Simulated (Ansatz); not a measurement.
# CH₂FInSe: a ladder of functionals and wavefunction methods

Aim: compute CH₂FInSe with functionals from several rungs and with coupled cluster, and see how far each lands from CCSD(T) at the basis-set limit for the atomisation energy.

Computed with Ansatz 0.2.0, Gaussian basis. Level: functionals in def2-TZVPP, the program's frozen cores in correlated methods.

Plan: LDA (SPW92), PBE-D4, revPBE-D4, BLYP-D4, r2SCAN-D4, B97M-V, PBE0-D4, B3LYP-D4, r2SCANh-D4, r2SCAN0-D4, HSE06-D4, BHLYP-D4, CAM-B3LYP-D4, LC-ωPBE, ωB97X-V, ωB97M-V, B2PLYP, PBE-QIDH; CCSD(T)/def2-SVP; CCSD(T)/def2-TZVPP; MP2/def2-QZVPP; extrapolation to the limit; RPA on PBE.

### Step 1. The geometry

An earlier PBE0-D4 in a triple-zeta def2 set relaxation fixed the geometry. In takes the def2 core potential; no spin-orbit term is included.

SMILES `F[C](=[Se])[InH2]`, 6 atoms, charge 0, spin multiplicity 1.

Atoms are counted from 1 here; the program's logs count them from 0.

Bond lengths: F1–C2 1.314 Å, C2–Se3 1.773 Å, C2–In4 2.175 Å, In4–H5 1.707 Å, In4–H6 1.707 Å. Angles: F1–C2–Se3 121.6°, F1–C2–In4 139.0°, Se3–C2–In4 99.4°, C2–In4–H5 114.1°, C2–In4–H6 114.1°, H5–In4–H6 131.8°.

### Step 2. LDA

This LDA is Slater exchange with PW92 correlation.

in.yaml

```yaml
crystal:
  periodic: [false, false, false]
  atoms:
    - {symbol: F, position_ang: [1.879349, -1.003576, 0.967198]}
    - {symbol: C, position_ang: [0.703294, -0.766459, 0.430817]}
    - {symbol: Se, position_ang: [-0.485468, -2.059069, 0.190224]}
    - {symbol: In, position_ang: [-0.428999, 0.908703, -0.370182]}
    - {symbol: H, position_ang: [-0.223734, 1.150101, -2.047399]}
    - {symbol: H, position_ang: [-1.402242, 1.706299, 0.783141]}
basis:
  gaussian: {orbitals: def2-TZVPP}
hamiltonian: {xc: lda}
output: {orbitals: {seedname: orbitals}}
```

After this run come: PBE-D4 (GGA); revPBE-D4 (GGA); BLYP-D4 (GGA); r2SCAN-D4 (meta-GGA); B97M-V (meta-GGA); PBE0-D4 (hybrid); B3LYP-D4 (hybrid); r2SCANh-D4 (hybrid); r2SCAN0-D4 (hybrid); HSE06-D4 (hybrid); BHLYP-D4 (hybrid); CAM-B3LYP-D4 (range-separated); LC-ωPBE (range-separated); ωB97X-V (range-separated); ωB97M-V (range-separated); B2PLYP (double hybrid); PBE-QIDH (double hybrid); CCSD(T) in def2-SVP; CCSD(T) in def2-TZVPP; MP2 in def2-QZVPP; RPA on PBE orbitals.

**Question.** What will the summary of the whole plan be? Wanted: atomisation energy, CCSD(T)/CBS; farthest beyond LDA; mean size of error, GGA; mean size of error, meta-GGA; mean size of error, hybrid; mean size of error, range-separated; mean size of error, double hybrid; gap, smallest and largest; T1 diagnostic.

As calculated:

| quantity | value |
| --- | --- |
| atomisation energy, CCSD(T)/CBS | 1619.5 kJ/mol |
| functionals within 16.2 kJ/mol (1.0 %) | revPBE-D4, BLYP-D4, r2SCAN-D4, B97M-V, PBE0-D4, HSE06-D4, ωB97X-V |
| farthest beyond LDA | BHLYP-D4 (-127.2 kJ/mol) |
| mean size of error, GGA | 26.5 kJ/mol |
| mean size of error, meta-GGA | 6.1 kJ/mol |
| mean size of error, hybrid | 44.7 kJ/mol |
| mean size of error, range-separated | 20.6 kJ/mol |
| mean size of error, double hybrid | 42.1 kJ/mol |
| gap, smallest and largest | 2.47 eV (LDA (SPW92)), 9.20 eV (LC-ωPBE) |
| T1 diagnostic | 0.0182 |
| triples share of the correlation energy | 3.9 % |

What this shows: LDA overbinds by 352.8 kJ/mol (22 %). PBE-D4 is off by +58.3 kJ/mol. Double hybrids carry the basis error of their MP2 part in triple zeta, and no dispersion term here, so their miss is partly the set-up's. Taken by rung, meta-GGA functionals do best (6.1 kJ/mol on average) and hybrid ones worst beyond LDA (44.7 kJ/mol). The mean of the hybrids holds BHLYP, with half exact exchange. The reference freezes the cores and leaves out spin-orbit coupling and excitations past (T), and its outer-core shells are covered unevenly, so misses under about 16.2 kJ/mol can't be ranked. All levels share the lack of spin-orbit coupling, which lowers the free heavy atoms and so the true binding. Hartree-Fock recovers 60 % of the binding; the rest is correlation. CCSD(T) in def2-SVP is off by -138.3 kJ/mol, which most functionals beat. The gap grows from 2.5 to 9.2 eV across the functionals, mostly with the share of exact exchange. The restricted reference is unstable towards a spin-broken one. Correlated methods include outer-core shells of In, Se, which these sets cover unevenly.
